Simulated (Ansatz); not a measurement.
What does this script print? It uses the Python package of Ansatz (0.2.0).

`beco.py`:
```python
"""Cutoff test for BeCo."""

import warnings

import ansatz as az

warnings.simplefilter("ignore", az.DeckWarning)

cell = (
    az.Lattice.of((2.606, 0.0, 0.0), (0.0, 2.606, 0.0), (0.0, 0.0, 2.606))
    .atom("Be", (0.0, 0.0, 0.0))
    .atom("Co", (0.5, 0.5, 0.5))
    .moments(Co=3.2)
)

base = (
    cell.calculation()
    .functional("pbesol")
    .kpoints(spacing=0.29)
    .occupations("Fermi-Dirac", width=0.15)
    .spin("collinear")
)

rows = []
for value in [250, 300, 350, 400]:
    r = base.basis(value).run().report
    rows.append((value, r["free_energy_ev"] / len(r["lattice"]["sites"]), r["n_iterations"], r["magnetization_mub"], r["n_pw"]))

print(" cutoff (eV)   F/atom (eV)    iterations  moment (muB)   plane waves")
for row in rows:
    print(f"{str(row[0]):>12s}  {row[1]:12.5f}  {row[2]:12d}  {row[3]:12.3f}  {row[4]:12d}")

# differences from the last row
for row in rows[:-1]:
    shift = 1000 * (row[1] - rows[-1][1])
    print(f"{row[0]}: {shift:+.2f} meV/atom" + ("  (within 1 meV)" if abs(shift) < 1 else ""))
```

```console
$ python beco.py
RunWarning: the starting moments were not kept: the SCF closed with an absolute magnetisation of 1.5e-1 μB, where they sum to 3.2 μB in size (1 site). That is at most 0.1 of that sum. The system's [...]
 cutoff (eV)   F/atom (eV)    iterations  moment (muB)   plane waves
         250   -2589.93696            13         0.140           171
         300   -2591.72475            14         0.173           203
         350   -2591.98949            13         0.205           251
         400   -2592.01630            13         0.208           341
250: +2079.35 meV/atom
300: +291.55 meV/atom
350: +26.81 meV/atom
```
(Warnings from the package without file and line, shortened, repeats left out.)

Notes:
- The SCF didn't keep the moments it started from (some shrank, vanished or turned); what is printed is the state reached.
- The mesh is modest for a metal, so energies can be off by several to tens of meV an atom and pressures by half a GPa or more; differences at equal mesh fare better.
- The smearing is wide enough that free energy and stress hold a thermal part of the electrons.
- The structure is a deposited one; some such entries were measured under pressure or heat, so a shift against it needn't be the functional's error alone.
- Shifts are counted from the last row, which is itself no proven limit.
- The script silences the warnings on its input, which a real study should read.
- Cost: roughly 5 core-seconds.

(Lines on the test bed's own set-up are left out of the output.)
